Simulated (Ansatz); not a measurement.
# LuAu2: structure and electronic structure

What cell, bands and charges does LuAu2 (C15 type) have, and do the methods agree? Methods of the runs shown: PAW and LAPW. Its runs: cell and atoms relaxed (PAW); the reference run (LAPW and PAW).

Program: Ansatz 0.2.0. Level of theory: DFT LDA, with the methods named in each step. These are calculated values, not measurements.

## Step 1: Starting point

Symmetry: Fd-3m, No. 227, cubic system. Conventional cell: a = 7.852 Å, b = 7.852 Å, c = 7.852 Å, α = 90.00°, β = 90.00°, γ = 90.00°. Lu (site symmetry -43m) has 12 Au at 3.26 Å and 4 Lu at 3.40 Å as nearest neighbours. Around Au (site symmetry -3m) lie 6 Au at 2.78 Å.

Coordinates:

```cif
data_structure
_symmetry_space_group_name_H-M 'P 1'
_symmetry_Int_Tables_number 1
_cell_length_a 5.5525
_cell_length_b 5.5525
_cell_length_c 5.5525
_cell_angle_alpha 60.000
_cell_angle_beta 60.000
_cell_angle_gamma 60.000
_cell_volume 121.04
loop_
_atom_site_label
_atom_site_type_symbol
_atom_site_fract_x
_atom_site_fract_y
_atom_site_fract_z
_atom_site_occupancy
Lu1 Lu 0.12500 0.12500 0.12500 1
Lu2 Lu 0.87500 0.87500 0.87500 1
Au1 Au 0.50000 0.50000 0.50000 1
Au2 Au 0.50000 0.50000 0.00000 1
Au3 Au 0.50000 0.00000 0.50000 1
Au4 Au 0.00000 0.50000 0.50000 1
```

An invented laves-like structure; its stability wasn't tested.

Atoms are numbered in the order of the input: Lu1, Lu2, Au3, Au4, Au5, Au6.

## Step 2: Cell and atoms relaxed, PAW

File input.yaml:

```yaml
crystal:
  lattice:
    - [0.0, 3.9261795581, 3.9261795581]
    - [3.9261795581, 0.0, 3.9261795581]
    - [3.9261795581, 3.9261795581, 0.0]
  atoms:
    - { symbol: Lu, position: [0.125, 0.125, 0.125] }
    - { symbol: Lu, position: [-0.125, -0.125, -0.125] }
    - { symbol: Au, position: [0.5, 0.5, 0.5] }
    - { symbol: Au, position: [0.5, 0.5, 0.0] }
    - { symbol: Au, position: [0.5, 0.0, 0.5] }
    - { symbol: Au, position: [0.0, 0.5, 0.5] }
kpoints:
  mp_grid: { grid: [7, 7, 7] }
scf:
  occupations: { method: fermi_dirac, width: 0.05 }
hamiltonian:
  xc: lda
  pseudopotentials: { kind: paw }
output:
  forces: true
  stress: true
relax:
  f_tol: 0.005
  max_steps: 50
  cell: {}
```

On the command line:

```bash
$ ansatz run input.yaml --threads 2 --pin off --max-ram 5120MiB --backend cpu --events-out ev --progress --plain --runs-dir out
```

Further steps of the session: The relaxed cell, LAPW; The relaxed cell, PAW.

**Question.** What will these runs give? Wanted: volume, relaxed; gap; Bader charges.

The runs gave:

| quantity | value |
| --- | --- |
| volume, relaxed (PAW) | 19.189 Å³/atom, Fd-3m |
| gap (LAPW) | none |
| Bader charges (PAW) | Lu1 +1.52, Au3 -0.76 e |

What this shows: Relaxing changes the volume by -4.9 %, to 19.19 Å³/atom. Bands cross the Fermi level: the crystal is a metal at this level. In pressure, PAW differs from LAPW by less than 0.01 GPa. Spin-orbit coupling is left out, though the cell holds Au; in elements this heavy it can shift bands and gaps by tenths of an eV.
